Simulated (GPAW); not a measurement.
# BiTe (Fm-3m) in GPAW: a series of runs

Aim: see how the results for BiTe move with the level of theory and the settings. Levels: rSCAN+D3(BJ), vdW-DF2, PBE+D4, PBE. Tasks: relaxation of cell and atoms, electron localisation function, relaxation of the atoms, single point.

Everything below comes from runs of GPAW 26.7.0. Logs are shortened: lines on timing, memory, paths and dates and some standing lists are left out, and cuts for length are marked. The log counts tension as positive stress, the text compression.

**1. Starting point**

The structure is cubic, space group Fm-3m (No. 225). Conventional cell: a = 6.470 Å, b = 6.470 Å, c = 6.470 Å, α = 90.00°, β = 90.00°, γ = 90.00°. Around Bi (site symmetry m-3m) lie 6 Te at 3.23 Å. Around Te (site symmetry m-3m) lie 6 Bi at 3.23 Å.

**2. Relaxation of cell and atoms, rSCAN+D3(BJ)**

Contents of run.py:

```python
from ase import Atoms
from ase.calculators.mixing import SumCalculator
from ase.filters import FrechetCellFilter
from ase.io import write
from ase.optimize import BFGS
from ase.units import Bohr
from dftd3.ase import DFTD3
from gpaw import GPAW, PW
from gpaw.elf import elf_from_dft_calculation

atoms = Atoms(['Bi', 'Te'],
              cell=[[0.0, 3.235, 3.235],
                    [3.235, 0.0, 3.235],
                    [3.235, 3.235, 0.0]],
              scaled_positions=[[0.0, 0.0, 0.0],
                                [0.5, 0.5, 0.5]],
              pbc=True)

calc = GPAW(mode=PW(600),
            xc='MGGA_X_RSCAN+MGGA_C_RSCAN',
            kpts={'size': (5, 5, 5), 'gamma': True},
            occupations={'name': 'fermi-dirac', 'width': 0.05},
            nbands=20,
            convergence={'density': 1e-05, 'energy': 1e-05},
            maxiter=150,
            txt='gpaw.txt')
atoms.calc = SumCalculator([calc, DFTD3(method='rscan', damping='d3bj')])
opt = BFGS(FrechetCellFilter(atoms), trajectory='relax.traj', logfile='-')
done = opt.run(fmax=0.05, steps=100)
calc.write('gs.gpw')
write('result.traj', atoms)
print('Converged:', done)
print('Cell:', atoms.cell.cellpar().round(4))
print('Volume:', round(atoms.get_volume(), 4))
print(atoms.get_scaled_positions().round(5))

# fields on the real-space grid
write('density.cube', atoms, data=calc.get_pseudo_density() * Bohr**3)
write('potential.cube', atoms, data=calc.get_electrostatic_potential())
write('elf.cube', atoms, data=elf_from_dft_calculation(calc).data)
```

Potentials or basis: GPAW PAW data sets (gpaw-data 1.2.1), pw.

The run is started by

```sh
> OMP_NUM_THREADS=1 python run.py
```

gpaw.txt:

```text
__  _  _
 | _ |_)|_||  |
 |__||  | ||/\| - 26.7.0

Input parameters:
  mode=PW(ecut=600.0),
  convergence={'density': 1e-05, 'energy': 1e-05},
  kpts=MonkhorstPack(size=(5, 5, 5), gamma=True),
  maxiter=150,
  nbands=20,
  occupations=Occupations(name='fermi-dirac', width=0.05),
  xc=XC(name='MGGA_X_RSCAN+MGGA_C_RSCAN')

Diagonalizing LCAO Hamiltonian
Converting LCAO to pw mode

                 Te

       Bi

Atoms  # Å, Bohr magnetons
|   | symbol |        x |        y |        z |    initial magnetic moments |
|---|--------|----------|----------|----------|-----------------------------|
| 0 |     Bi | 0.000000 | 0.000000 | 0.000000 | ( 0.0000,  0.0000,  0.0000) |
| 1 |     Te | 3.235000 | 3.235000 | 3.235000 | ( 0.0000,  0.0000,  0.0000) |

Unit cell  # Å
| periodic |        x |        y |        z |  lengths |    angles |
|----------|----------|----------|----------|----------|-----------|
|      yes | 0.000000 | 3.235000 | 3.235000 | 4.574981 | 60.000000 |
|      yes | 3.235000 | 0.000000 | 3.235000 | 4.574981 | 60.000000 |
|      yes | 3.235000 | 3.235000 | 0.000000 | 4.574981 | 60.000000 |

Number of symmetries: 48
Symmetry operations  # r_c * U_cc + t_c -> r_c
|    | kind |            matrix            |
|----|------|------------------------------|
|  0 |  σ   |  1, 0, 0,  1, 0,-1,  1,-1, 0 |
|  1 |  C2  |  1, 0, 0,  1,-1, 0,  1, 0,-1 |
|  2 |  E   |  1, 0, 0,  0, 1, 0,  0, 0, 1 |
|  3 |  σ   |  1, 0, 0,  0, 0, 1,  0, 1, 0 |
|  4 |  C4  |  1, 0,-1,  1, 0, 0,  1,-1, 0 |
|  5 |  S6  |  1, 0,-1,  1,-1, 0,  1, 0, 0 |
|  6 |  σ   |  1, 0,-1,  0, 1,-1,  0, 0,-1 |
|  7 |  C3  |  1, 0,-1,  0, 0,-1,  0, 1,-1 |
|  8 |  S6  |  1,-1, 0,  1, 0, 0,  1, 0,-1 |
|  9 |  C4  |  1,-1, 0,  1, 0,-1,  1, 0, 0 |
| 10 |  C3  |  1,-1, 0,  0,-1, 1,  0,-1, 0 |
| 11 |  σ   |  1,-1, 0,  0,-1, 0,  0,-1, 1 |
| 12 |  σ   |  0, 1, 0,  1, 0, 0,  0, 0, 1 |
| 13 |  C4  |  0, 1, 0,  0, 1,-1, -1, 1, 0 |
| 14 |  C3  |  0, 1, 0,  0, 0, 1,  1, 0, 0 |
| 15 |  S6  |  0, 1, 0, -1, 1, 0,  0, 1,-1 |
| 16 |  C2  |  0, 1,-1,  1, 0,-1,  0, 0,-1 |
| 17 |  σ   |  0, 1,-1,  0, 1, 0, -1, 1, 0 |
| 18 |  S4  |  0, 1,-1,  0, 0,-1,  1, 0,-1 |
| 19 |  C4  |  0, 1,-1, -1, 1, 0,  0, 1, 0 |
| 20 |  C3  |  0, 0, 1,  1, 0, 0,  0, 1, 0 |
| 21 |  σ   |  0, 0, 1,  0, 1, 0,  1, 0, 0 |
| 22 |  S6  |  0, 0, 1,  0,-1, 1, -1, 0, 1 |
| 23 |  C4  |  0, 0, 1, -1, 0, 1,  0,-1, 1 |
| 24 |  S4  |  0, 0,-1,  1, 0,-1,  0, 1,-1 |
| 25 |  C3  |  0, 0,-1,  0, 1,-1,  1, 0,-1 |
| 26 |  C2  |  0, 0,-1,  0,-1, 0, -1, 0, 0 |
| 27 |  S6  |  0, 0,-1, -1, 0, 0,  0,-1, 0 |
| 28 |  S4  |  0,-1, 1,  1,-1, 0,  0,-1, 0 |
| 29 |  C4  |  0,-1, 1,  0, 0, 1, -1, 0, 1 |
| 30 |  C2  |  0,-1, 1,  0,-1, 0,  1,-1, 0 |
| 31 |  σ   |  0,-1, 1, -1, 0, 1,  0, 0, 1 |
| 32 |  C3  |  0,-1, 0,  1,-1, 0,  0,-1, 1 |
| 33 |  S6  |  0,-1, 0,  0, 0,-1, -1, 0, 0 |
[... 177 lines left out ...]
|        ... |               |           |
|          2 |       -17.934 |     2.000 |
|          3 |       -17.934 |     2.000 |
|          4 |       -17.934 |     2.000 |
|          5 |        -7.756 |     2.000 |
|          6 |        -1.872 |     2.000 |
|          7 |         3.530 |     2.000 |
[... 8 lines left out ...]
|         16 |        13.142 |     0.000 |
|         17 |        13.339 |     0.000 |
|        ... |               |           |
|         19 |        13.392 |     0.000 |

No gap
No difference between direct/indirect transitions

Stress tensor  # eV/Ang^3
|         x |         y |         z |
|-----------|-----------|-----------|
| -0.000786 |  0.000000 |  0.000000 |
|  0.000000 | -0.000786 |  0.000000 |
|  0.000000 |  0.000000 | -0.000786 |

Forces  # eV/Ang
|        x |        y |        z |
|----------|----------|----------|
|  0.00000 |  0.00000 |  0.00000 |  # Bi   0
| -0.00000 | -0.00000 | -0.00000 |  # Te   1

Interpolating wave functions to new cell

                 Te

       Bi

Atoms  # Å, Bohr magnetons
|   | symbol |         x |         y |         z |    initial magnetic moments |
|---|--------|-----------|-----------|-----------|-----------------------------|
| 0 |     Bi | -0.000000 | -0.000000 | -0.000000 | ( 0.0000,  0.0000,  0.0000) |
| 1 |     Te |  3.229479 |  3.229479 |  3.229479 | ( 0.0000,  0.0000,  0.0000) |

Unit cell  # Å
| periodic |         x |         y |         z |  lengths |    angles |
|----------|-----------|-----------|-----------|----------|-----------|
|      yes | -0.000000 |  3.229479 |  3.229479 | 4.567174 | 60.000000 |
|      yes |  3.229479 | -0.000000 |  3.229479 | 4.567174 | 60.000000 |
|      yes |  3.229479 |  3.229479 | -0.000000 | 4.567174 | 60.000000 |

Number of symmetries: 48
Symmetry operations  # r_c * U_cc + t_c -> r_c
|    | kind |            matrix            |
|----|------|------------------------------|
|  0 |  σ   |  1, 0, 0,  1, 0,-1,  1,-1, 0 |
|  1 |  C2  |  1, 0, 0,  1,-1, 0,  1, 0,-1 |
|  2 |  E   |  1, 0, 0,  0, 1, 0,  0, 0, 1 |
|  3 |  σ   |  1, 0, 0,  0, 0, 1,  0, 1, 0 |
|  4 |  C4  |  1, 0,-1,  1, 0, 0,  1,-1, 0 |
|  5 |  S6  |  1, 0,-1,  1,-1, 0,  1, 0, 0 |
|  6 |  σ   |  1, 0,-1,  0, 1,-1,  0, 0,-1 |
|  7 |  C3  |  1, 0,-1,  0, 0,-1,  0, 1,-1 |
|  8 |  S6  |  1,-1, 0,  1, 0, 0,  1, 0,-1 |
|  9 |  C4  |  1,-1, 0,  1, 0,-1,  1, 0, 0 |
| 10 |  C3  |  1,-1, 0,  0,-1, 1,  0,-1, 0 |
| 11 |  σ   |  1,-1, 0,  0,-1, 0,  0,-1, 1 |
| 12 |  σ   |  0, 1, 0,  1, 0, 0,  0, 0, 1 |
| 13 |  C4  |  0, 1, 0,  0, 1,-1, -1, 1, 0 |
| 14 |  C3  |  0, 1, 0,  0, 0, 1,  1, 0, 0 |
| 15 |  S6  |  0, 1, 0, -1, 1, 0,  0, 1,-1 |
| 16 |  C2  |  0, 1,-1,  1, 0,-1,  0, 0,-1 |
| 17 |  σ   |  0, 1,-1,  0, 1, 0, -1, 1, 0 |
| 18 |  S4  |  0, 1,-1,  0, 0,-1,  1, 0,-1 |
| 19 |  C4  |  0, 1,-1, -1, 1, 0,  0, 1, 0 |
| 20 |  C3  |  0, 0, 1,  1, 0, 0,  0, 1, 0 |
| 21 |  σ   |  0, 0, 1,  0, 1, 0,  1, 0, 0 |
| 22 |  S6  |  0, 0, 1,  0,-1, 1, -1, 0, 1 |
| 23 |  C4  |  0, 0, 1, -1, 0, 1,  0,-1, 1 |
| 24 |  S4  |  0, 0,-1,  1, 0,-1,  0, 1,-1 |
| 25 |  C3  |  0, 0,-1,  0, 1,-1,  1, 0,-1 |
| 26 |  C2  |  0, 0,-1,  0,-1, 0, -1, 0, 0 |
| 27 |  S6  |  0, 0,-1, -1, 0, 0,  0,-1, 0 |
| 28 |  S4  |  0,-1, 1,  1,-1, 0,  0,-1, 0 |
| 29 |  C4  |  0,-1, 1,  0, 0, 1, -1, 0, 1 |
| 30 |  C2  |  0,-1, 1,  0,-1, 0,  1,-1, 0 |
| 31 |  σ   |  0,-1, 1, -1, 0, 1,  0, 0, 1 |
| 32 |  C3  |  0,-1, 0,  1,-1, 0,  0,-1, 1 |
| 33 |  S6  |  0,-1, 0,  0, 0,-1, -1, 0, 0 |
[... 179 lines left out ...]
|        ... |               |           |
|          2 |       -17.874 |     2.000 |
|          3 |       -17.874 |     2.000 |
|          4 |       -17.874 |     2.000 |
|          5 |        -7.731 |     2.000 |
|          6 |        -1.789 |     2.000 |
|          7 |         3.577 |     2.000 |
[... 8 lines left out ...]
|         16 |        13.231 |     0.000 |
|         17 |        13.405 |     0.000 |
|        ... |               |           |
|         19 |        13.443 |     0.000 |

No gap
No difference between direct/indirect transitions

Stress tensor  # eV/Ang^3
|         x |         y |         z |
|-----------|-----------|-----------|
| -0.002475 | -0.000000 |  0.000000 |
| -0.000000 | -0.002475 |  0.000000 |
|  0.000000 |  0.000000 | -0.002475 |

Forces  # eV/Ang
|        x |        y |        z |
|----------|----------|----------|
| -0.00000 |  0.00000 |  0.00000 |  # Bi   0
|  0.00000 | -0.00000 | -0.00000 |  # Te   1

Interpolating wave functions to new cell

                 Te

       Bi

Atoms  # Å, Bohr magnetons
|   | symbol |        x |         y |         z |    initial magnetic moments |
|---|--------|----------|-----------|-----------|-----------------------------|
| 0 |     Bi | 0.000000 | -0.000000 | -0.000000 | ( 0.0000,  0.0000,  0.0000) |
| 1 |     Te | 3.211219 |  3.211219 |  3.211219 | ( 0.0000,  0.0000,  0.0000) |

Unit cell  # Å
| periodic |        x |         y |         z |  lengths |    angles |
|----------|----------|-----------|-----------|----------|-----------|
|      yes | 0.000000 |  3.211219 |  3.211219 | 4.541350 | 60.000000 |
|      yes | 3.211219 | -0.000000 |  3.211219 | 4.541350 | 60.000000 |
|      yes | 3.211219 |  3.211219 | -0.000000 | 4.541350 | 60.000000 |

Number of symmetries: 48
Symmetry operations  # r_c * U_cc + t_c -> r_c
|    | kind |            matrix            |
|----|------|------------------------------|
|  0 |  σ   |  1, 0, 0,  1, 0,-1,  1,-1, 0 |
|  1 |  C2  |  1, 0, 0,  1,-1, 0,  1, 0,-1 |
|  2 |  E   |  1, 0, 0,  0, 1, 0,  0, 0, 1 |
|  3 |  σ   |  1, 0, 0,  0, 0, 1,  0, 1, 0 |
|  4 |  C4  |  1, 0,-1,  1, 0, 0,  1,-1, 0 |
|  5 |  S6  |  1, 0,-1,  1,-1, 0,  1, 0, 0 |
|  6 |  σ   |  1, 0,-1,  0, 1,-1,  0, 0,-1 |
|  7 |  C3  |  1, 0,-1,  0, 0,-1,  0, 1,-1 |
|  8 |  S6  |  1,-1, 0,  1, 0, 0,  1, 0,-1 |
|  9 |  C4  |  1,-1, 0,  1, 0,-1,  1, 0, 0 |
| 10 |  C3  |  1,-1, 0,  0,-1, 1,  0,-1, 0 |
| 11 |  σ   |  1,-1, 0,  0,-1, 0,  0,-1, 1 |
| 12 |  σ   |  0, 1, 0,  1, 0, 0,  0, 0, 1 |
| 13 |  C4  |  0, 1, 0,  0, 1,-1, -1, 1, 0 |
| 14 |  C3  |  0, 1, 0,  0, 0, 1,  1, 0, 0 |
| 15 |  S6  |  0, 1, 0, -1, 1, 0,  0, 1,-1 |
| 16 |  C2  |  0, 1,-1,  1, 0,-1,  0, 0,-1 |
| 17 |  σ   |  0, 1,-1,  0, 1, 0, -1, 1, 0 |
| 18 |  S4  |  0, 1,-1,  0, 0,-1,  1, 0,-1 |
| 19 |  C4  |  0, 1,-1, -1, 1, 0,  0, 1, 0 |
| 20 |  C3  |  0, 0, 1,  1, 0, 0,  0, 1, 0 |
| 21 |  σ   |  0, 0, 1,  0, 1, 0,  1, 0, 0 |
| 22 |  S6  |  0, 0, 1,  0,-1, 1, -1, 0, 1 |
| 23 |  C4  |  0, 0, 1, -1, 0, 1,  0,-1, 1 |
| 24 |  S4  |  0, 0,-1,  1, 0,-1,  0, 1,-1 |
| 25 |  C3  |  0, 0,-1,  0, 1,-1,  1, 0,-1 |
| 26 |  C2  |  0, 0,-1,  0,-1, 0, -1, 0, 0 |
| 27 |  S6  |  0, 0,-1, -1, 0, 0,  0,-1, 0 |
| 28 |  S4  |  0,-1, 1,  1,-1, 0,  0,-1, 0 |
| 29 |  C4  |  0,-1, 1,  0, 0, 1, -1, 0, 1 |
| 30 |  C2  |  0,-1, 1,  0,-1, 0,  1,-1, 0 |
| 31 |  σ   |  0,-1, 1, -1, 0, 1,  0, 0, 1 |
| 32 |  C3  |  0,-1, 0,  1,-1, 0,  0,-1, 1 |
| 33 |  S6  |  0,-1, 0,  0, 0,-1, -1, 0, 0 |
[... 180 lines left out ...]
|        ... |               |           |
|          2 |       -17.674 |     2.000 |
|          3 |       -17.674 |     2.000 |
|          4 |       -17.674 |     2.000 |
|          5 |        -7.650 |     2.000 |
|          6 |        -1.511 |     2.000 |
|          7 |         3.736 |     2.000 |
[... 8 lines left out ...]
|         16 |        13.532 |     0.000 |
|         17 |        13.612 |     0.000 |
|        ... |               |           |
|         19 |        13.627 |     0.000 |

No gap
No difference between direct/indirect transitions

Stress tensor  # eV/Ang^3
|         x |         y |         z |
|-----------|-----------|-----------|
| -0.008371 |  0.000000 |  0.000000 |
|  0.000000 | -0.008371 |  0.000000 |
|  0.000000 |  0.000000 | -0.008371 |

Forces  # eV/Ang
|        x |        y |       z |
|----------|----------|---------|
|  0.00000 |  0.00000 | 0.00000 |  # Bi   0
| -0.00000 | -0.00000 | 0.00000 |  # Te   1

# Writing to gs.gpw (mode='')
```

Wall time 2.4 min (1 thread of Arm Neoverse V1, shared host); peak memory 0.66 GiB.

Results:

```
Free energy                            : -106.6246 eV
Relaxed volume                         : 33.11 Å³/atom
Relaxed cell                           : a = 4.541 Å, b = 4.541 Å, c = 4.541 Å, α = 60.00°, β = 60.00°, γ = 60.00°
Space group after relaxing (to 0.05 Å) : Fm-3m (No. 225)
Energy gained by relaxing              : 2.5 meV/atom
Ionic steps                            : 3
Pressure after relaxing                : 0.0 GPa
Band gap on the k mesh                 : none (metal or under the smearing width)
Dispersion energy per atom             : -0.271 eV
```

Step by step:
```
step  energy change (eV)  largest force (eV/Å)  pressure (GPa)  volume (Å³)
   1              0.0000                0.0000           -1.13        67.71
   2             -0.0021                0.0000           -0.87        67.36
   3             -0.0050                0.0000            0.03        66.23
```

Final structure:
```yaml
crystal:
  lattice:
    - [0.00000, 3.21122, 3.21122]
    - [3.21122, 0.00000, 3.21122]
    - [3.21122, 3.21122, 0.00000]
  atoms:
    - { symbol: Bi, position: [0.00000, 0.00000, 0.00000] }
    - { symbol: Te, position: [0.50000, 0.50000, 0.50000] }
```

Caveat: later steps reuse the first step's grids; the PAW data sets were made with another functional, which shifts forces and pressure a little; spin-orbit coupling is left out, which moves the levels of the heavy elements; pairwise dispersion overbinds metals, which lowers pressure and volume.

**3. Electron localisation function, vdW-DF2 (cell strained at random at fixed volume)**

Contents of run.py:

```python
from ase import Atoms
from ase.dft.bandgap import bandgap
from ase.io import write
from ase.units import Bohr
from gpaw import GPAW, PW
from gpaw.elf import elf_from_dft_calculation

atoms = Atoms(['Bi', 'Te'],
              cell=[[-0.08663, 3.315369, 3.239275],
                    [3.098587, 0.000058, 3.152587],
                    [3.164195, 3.29429, -0.065551]],
              scaled_positions=[[0.0, 0.0, 0.0],
                                [0.5, 0.5, 0.5]],
              pbc=True)

calc = GPAW(mode=PW(600),
            xc={'name': 'vdW-DF2', 'backend': 'libvdwxc'},
            kpts={'size': (6, 6, 6), 'gamma': True},
            occupations={'name': 'methfessel-paxton', 'order': 0, 'width': 0.05},
            setups={'Te': '16'},
            nbands=-10,
            convergence={'density': 1e-05, 'energy': 1e-05},
            maxiter=80,
            txt='gpaw.txt')
atoms.calc = calc
energy = atoms.get_potential_energy()
forces = atoms.get_forces()
calc.write('gs.gpw')
write('result.traj', atoms)
print(f'Energy: {energy:.6f} eV')
print('Forces (eV/A):')
print(forces.round(4))
print('Fermi level:', round(calc.get_fermi_level(), 4), 'eV')
print(f'Gap: {bandgap(calc)[0]:.4f} eV, direct: {bandgap(calc, direct=True)[0]:.4f} eV')

# fields on the real-space grid
write('density.cube', atoms, data=calc.get_pseudo_density() * Bohr**3)
write('potential.cube', atoms, data=calc.get_electrostatic_potential())
write('elf.cube', atoms, data=elf_from_dft_calculation(calc).data)
```

Potentials or basis: GPAW PAW data sets (gpaw-data 1.2.1), other valence, pw.

The run is started by

```sh
> OMP_NUM_THREADS=1 python run.py
```

gpaw.txt:

```text
__  _  _
 | _ |_)|_||  |
 |__||  | ||/\| - 26.7.0

Input parameters:
  mode=PW(ecut=600.0),
  convergence={'density': 1e-05, 'energy': 1e-05},
  kpts=MonkhorstPack(size=(6, 6, 6), gamma=True),
  maxiter=80,
  nbands=-10,
  occupations=Occupations(name='methfessel-paxton', order=0, width=0.05),
  setups={'Te': '16'},
  xc=XC(name='vdW-DF2', backend='libvdwxc')

Diagonalizing LCAO Hamiltonian
Converting LCAO to pw mode

                Te

       Bi

Atoms  # Å, Bohr magnetons
|   | symbol |        x |        y |        z |    initial magnetic moments |
|---|--------|----------|----------|----------|-----------------------------|
| 0 |     Bi | 0.000000 | 0.000000 | 0.000000 | ( 0.0000,  0.0000,  0.0000) |
| 1 |     Te | 3.088076 | 3.304858 | 3.163155 | ( 0.0000,  0.0000,  0.0000) |

Unit cell  # Å
| periodic |         x |        y |         z |  lengths |    angles |
|----------|-----------|----------|-----------|----------|-----------|
|      yes | -0.086630 | 3.315369 |  3.239275 | 4.635955 | 61.620772 |
|      yes |  3.098587 | 0.000058 |  3.152587 | 4.420412 | 60.479099 |
|      yes |  3.164195 | 3.294290 | -0.065551 | 4.568235 | 60.972072 |

Number of symmetries: 2
Symmetry operations  # r_c * U_cc + t_c -> r_c
|   | kind |            matrix            |
|---|------|------------------------------|
| 0 |  E   |  1, 0, 0,  0, 1, 0,  0, 0, 1 |
| 1 |  i   | -1, 0, 0,  0,-1, 0,  0, 0,-1 |

BZ-sampling:
  Number of BZ points: 216
  Number of IBZ points: 112

  Monkhorst-Pack size: [6, 6, 6]
  Monkhorst-Pack shift: [0.08333333333333333, 0.08333333333333333, 0.08333333333333333]

K-points  # in reciprocal-cell coordinates
[... 108 lines left out ...]
poisson solver:
  ecut: 4800.0  # eV

xc functional:
  name: vdW-DF2 with libvdwxc
  Mode: serial
  Semilocal: GGA_X_RPW86+LDA_C_PW with 2 nearest neighbor stencil
  Local blocksize: 54 x 50 x 54
  PAW datasets: PBE

convergence criteria:
- Maximum integral of absolute [dens]ity change: 1e-05 electrons / valence electron
- Maximum [total energy] change in last 3 cyles: 1e-05 eV / valence electron
- Maximum integral of absolute [eigenst]ate change: 4e-08 eV^2 / valence electron
maximum number of iterations: 80

SCF iterations
|iter     | |      energy | eigst |  dens |
|---------|-|-------------|-------|-------|
|iter:   1| | -298.799338 | -0.56 |       |
|iter:   2| | -298.796463 | -2.55 | -1.66 |
|iter:   3| | -298.793526 | -2.71 | -1.71 |
|iter:   4| | -298.797723 | -3.37 | -2.21 |
|iter:   5| | -298.799140 | -4.13 | -2.56 |
|iter:   6| | -298.799175 | -5.50 | -3.24 |
|iter:   7| | -298.799179c| -6.72 | -4.01 |
|iter:   8| | -298.799181c| -7.32 | -4.39 |
|iter:   9| | -298.799181c| -8.16c| -5.05c|

Converged in 9 steps
Energy contributions relative to reference atoms: (reference = -769639.066390)

Energy contributions:
  Kinetic:          20.383647
  Coulomb:         -18.039843
  Zero:             -2.256740
  External:          0.000000
  Xc:             -298.885508
  Entropy:          -0.001474
  Spinorbit:         0.000000
  ----------------------------
  Free energy:    -298.799918
  Extrapolated:   -298.799181

dipole moment: (-23.884118, -25.560780, -24.464806)  # |e|*Ang

Fermi level: 6.538
Eigenvalues  # (at kpt = [0.000, 0.000, 0.000])
| band index |      eig [eV] | occ [0-2] |
|------------|---------------|-----------|
|          0 |       -30.937 |     2.000 |
|        ... |               |           |
|          7 |       -16.972 |     2.000 |
|          8 |       -16.958 |     2.000 |
|          9 |       -16.946 |     2.000 |
|         10 |        -6.866 |     2.000 |
|         11 |        -1.510 |     2.000 |
|         12 |         3.667 |     2.000 |
[... 8 lines left out ...]
|         21 |        12.691 |     0.000 |
|         22 |        13.263 |     0.000 |
|        ... |               |           |
|         24 |        13.681 |     0.000 |

No gap
No difference between direct/indirect transitions

Forces  # eV/Ang
|       x |       y |       z |
|---------|---------|---------|
| 0.00000 | 0.00000 | 0.00000 |  # Bi   0
| 0.00000 | 0.00000 | 0.00000 |  # Te   1

# Writing to gs.gpw (mode='')
```

stdout:

```text
Energy: -298.799181 eV
Forces (eV/A):
[[0. 0. 0.]
 [0. 0. 0.]]
Fermi level: 6.5378 eV
Gap: 0.0000 eV, direct: 0.0000 eV
```

Run time: 1.9 min. Hardware: 1 thread of Arm Neoverse V1, shared host; peak memory 0.34 GiB.

What came out:

| Quantity | Value |
| --- | --- |
| Free energy | -298.7999 eV |
| Band gap on the k mesh | none (metal or under the smearing width) |

Caveat: the PAW data sets were made with another functional, which shifts forces and pressure a little; spin-orbit coupling is left out, which moves the levels of the heavy elements.

(Part 1 of 2 ends here.)
